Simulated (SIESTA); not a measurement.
# BMoW under changes of volume

One of the cells (12.629 Å³/atom); the others are scaled copies at fixed shape and fractional positions:

```
W Mo B
1.0
     0.00000    3.95786    3.98236
     2.40378    0.00000    3.98236
     2.40378    3.95786    0.00000
W Mo B
2 2 2
Direct
  0.83127 0.83127 0.16873
  0.16873 0.16873 0.83127
  0.66936 0.33064 0.66936
  0.33064 0.66936 0.33064
  0.25000 0.25000 0.25000
  0.75000 0.75000 0.75000
```

The cell comes from a database or a generator and needn't be the stable form of this composition.

```yaml
Program: SIESTA 5.4.2
Functional: PBEsol
Potentials_or_basis: PseudoDojo 0.4 standard (PBEsol files)
Basis: DZP (energy shift 0.003 Ry; two zetas on semicore shells)
Grid_cutoff: 800 Ry
Energy_shift: 0.003 Ry
k_mesh: 7 × 7 × 7
Occupations: fermi-dirac, width 0.05 eV
Spin: no spin polarisation
```

| volume (Å³/atom) | energy over the lowest point (meV/atom) | pressure (GPa) | largest force (eV/Å) |
| --- | --- | --- | --- |
| 11.639 | 24.45 | 15.9 | 0.123 |
| 11.886 | 6.35 | 7.8 | 0.081 |
| 12.134 | 0.00 | 0.6 | 0.107 |
| 12.629 | ? | ? | ? |
| 12.877 | 39.73 | -16.8 | 0.199 |
| 13.124 | 69.32 | -21.3 | 0.226 |

Q: What does the run at 12.629 Å³/atom give?

A: Energy over the lowest point 17.75 meV/atom; pressure -11.5 GPa; largest force 0.173 eV/Å.

Worked out: A Birch-Murnaghan fit of order 3 (a polynomial in V^(-2/3)) to the other rows has its minimum at 12.16 Å³/atom with B0 = V·E''(V) = 331 GPa and B' = 4.3 at fixed shape and positions, which overstates the stiffness. It gives 17.66 meV/atom at 12.629 Å³/atom, against the run's 17.75, and -dE/dV = -11.6 GPa, against -11.5.

Energies are extrapolated to zero smearing.

Caveats: short orbitals over semicore shells can move pressures by several GPa; the basis of atomic orbitals isn't converged, which shifts pressures, moduli and gaps.
